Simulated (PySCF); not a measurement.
# C7H10O2: the cost of one run

Computed with PySCF 2.14.0 and routines of our own; the level stands in each step. Atoms count from 0.

### 1 The starting structure

19 atoms, charge 0, multiplicity 1; geometry from: GFN2-xTB.

### 2 Magnetic properties: GIAO B3LYP/pcSseg-1

The job: settings as JSON, then the geometry in Å.

```
{"job": {"kind": "mag", "xc": "B3LYP", "basis": "pcSseg-1", "isotopologues": 0}, "charge": 0, "multiplicity": 1}
O      4.912757     0.144080     0.028329
C      3.757829    -0.042473     0.280206
C      2.613849     0.280116    -0.646186
O      1.401402    -0.028273    -0.012237
C      0.268216     0.224988    -0.752904
C     -0.945822     0.024083    -0.272308
C     -2.317644     0.212938    -0.857998
C     -2.912380    -0.274435     0.477672
C     -1.490824    -0.465264     1.039979
H      3.420151    -0.480352     1.236413
H      2.740894    -0.300676    -1.574373
H      2.668263     1.346634    -0.916684
H      0.425408     0.597192    -1.759461
H     -2.560510     1.241497    -1.123473
H     -2.535141    -0.424673    -1.714702
H     -3.491742    -1.191145     0.398817
H     -3.502825     0.472670     1.002757
H     -1.240885     0.164882     1.892624
H     -1.220801    -1.492539     1.281232
```

With the program's defaults for keys left out, this is: GIAO B3LYP/pcSseg-1 magnetisability, rotational g tensor and spin-rotation constants, non-relativistic, gas phase.

On the command line:

```console
> OMP_NUM_THREADS=1 python excited_run.py task.json out
```

The driver reads the jobs from task.json and runs them one after another.

Q: Estimate the wall time and peak memory of this first job on 1 thread of Arm Neoverse V2, shared host.

About 50 s, with a peak of 0.98 GiB.
